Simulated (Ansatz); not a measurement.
**BrClF₂Ge: a ladder of functionals and wavefunction methods**

The task here is to estimate one member of a computed series from the others.

Program: Ansatz 0.2.0, Gaussian basis. Level of theory: functionals in def2-TZVPP, the program's frozen cores in correlated methods. These are calculated values, not measurements.

The runs, in order: LDA (SPW92), PBE-D4, revPBE-D4, BLYP-D4, r2SCAN-D4, B97M-V, PBE0-D4, B3LYP-D4, r2SCANh-D4, r2SCAN0-D4, HSE06-D4, BHLYP-D4, CAM-B3LYP-D4, LC-ωPBE, ωB97X-V, ωB97M-V, B2PLYP, PBE-QIDH; CCSD(T)/def2-SVP; CCSD(T)/def2-TZVPP; MP2/def2-QZVPP; extrapolation to the limit; RPA on PBE.

### The relaxed structure

The geometry comes from an earlier relaxation with PBE0-D4 in a triple-zeta def2 set; it is a stationary point.

5 atoms, charge 0, spin multiplicity 1.

Atoms are counted from 1 here; the program's logs count them from 0.

Bond lengths: F1–Ge2 1.707 Å, Ge2–F3 1.707 Å, Ge2–Cl4 2.100 Å, Ge2–Br5 2.249 Å. Angles: F1–Ge2–F3 105.8°, F1–Ge2–Cl4 108.8°, F1–Ge2–Br5 109.7°, F3–Ge2–Cl4 108.8°, F3–Ge2–Br5 109.7°, Cl4–Ge2–Br5 113.8°.

Set-up of the first run:

The input, in.yaml:

```yaml
crystal:
  periodic: [false, false, false]
  atoms:
    - {symbol: F, position_ang: [1.229320, -1.153644, 0.506124]}
    - {symbol: Ge, position_ang: [0.008572, -0.053056, 0.045115]}
    - {symbol: F, position_ang: [-0.902957, 0.248528, 1.456573]}
    - {symbol: Cl, position_ang: [-1.231899, -0.975650, -1.376718]}
    - {symbol: Br, position_ang: [0.946863, 1.860222, -0.672493]}
basis:
  gaussian: {orbitals: def2-TZVPP}
hamiltonian: {xc: lda}
output: {orbitals: {seedname: orbitals}}
```

Steps of the session up to this table: LDA; PBE-D4 (GGA); revPBE-D4 (GGA); BLYP-D4 (GGA); r2SCAN-D4 (meta-GGA); B97M-V (meta-GGA); PBE0-D4 (hybrid); B3LYP-D4 (hybrid); r2SCANh-D4 (hybrid); r2SCAN0-D4 (hybrid); HSE06-D4 (hybrid); BHLYP-D4 (hybrid); CAM-B3LYP-D4 (range-separated); LC-ωPBE-D4 (range-separated; the results give it without D4); ωB97X-V (range-separated); ωB97M-V (range-separated); B2PLYP (double hybrid); PBE-QIDH (double hybrid).

One of the session's tables, all rows but one given; the rest of the session is left out.

It belongs to the step «Frontier levels by functional». 

```
  functional  HOMO (eV)  LUMO (eV)  gap (eV)
 LDA (SPW92)      -8.37      -3.47      4.90
      PBE-D4      -8.18      -3.11      5.07
   revPBE-D4      -8.12      -2.98      5.14
     BLYP-D4      -8.00      -3.07      4.93
   r2SCAN-D4      -8.57      -2.87      5.70
      B97M-V      -8.63      -2.74      5.89
     PBE0-D4      -9.57      -2.13      7.44
    B3LYP-D4      -9.28      -2.46      6.82
  r2SCANh-D4      -9.07      -2.51      6.56
  r2SCAN0-D4      -9.82      -1.98      7.84
    HSE06-D4      -9.16      -2.50      6.67
    BHLYP-D4          ?          ?         ?
CAM-B3LYP-D4     -10.91      -1.11      9.81
     LC-ωPBE     -12.34       0.20     12.54
     ωB97X-V     -11.95       0.12     12.07
     ωB97M-V     -11.79      -0.03     11.77
```

Q: Estimate the row for BHLYP-D4 from the others.

Worked estimate for «HOMO (eV)». Against the share of exact exchange, BLYP-D4 (0, -8.00), B3LYP-D4 (0.2, -9.28) give a slope of -6.40 per unit share; at 0.5 the line stands at -11.20.

As computed: HOMO (eV): -10.76; LUMO (eV): -1.09; gap (eV): 9.68. In «HOMO (eV)» the line misses by -0.44.
